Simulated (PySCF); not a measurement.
# BrGeH5OSi: the cost of one run

Computed with PySCF 2.14.0, with density-fitted response routines of our own, on a single molecule in the gas phase. Atoms count from 0, in the outputs and in this text.

## (1) The molecule as given

9 atoms, charge 0, multiplicity 1; geometry from: GFN2-xTB. The atoms were then displaced at random by about 0.01 Å, so the start is not that level's minimum.

Bonds of the start (Å): Si0–O1 1.62, O1–Ge2 1.70, Ge2–Br3 2.27, Si0–H4 1.49, Si0–H5 1.46, Si0–H6 1.45, Ge2–H7 1.52, Ge2–H8 1.53.

## (2) Optimising the geometry at PBE0-D3(BJ)/def2-SVP

The job: settings as JSON, then the geometry in Å.

```
{"job": {"xc": "PBE0", "basis": "def2-SVP", "d3": "d3bj", "grid": 1, "shake": 0.01, "kind": "geom"}, "charge": 0, "multiplicity": 1}
Si    -1.610480    -0.158580    -0.197350
O     -0.165030     0.123260     0.466170
Ge     1.525220     0.270860     0.343020
Br     2.300330    -1.256890    -1.145440
H     -2.064780     1.145110    -0.761470
H     -2.412840    -0.580920     0.943060
H     -1.484910    -1.147300    -1.247410
H      1.901550     1.653180    -0.172730
H      2.068750    -0.065870     1.738430
```

On the command line:

```
$ OMP_NUM_THREADS=1 python probes_run.py task.json out
```

One launch serves the whole session: the jobs run in the order shown.

**Question.** How long does this first job take on 1 thread of Arm Neoverse V2, shared host, and how much memory does it need?

About 74 s, with a peak of 0.51 GiB.
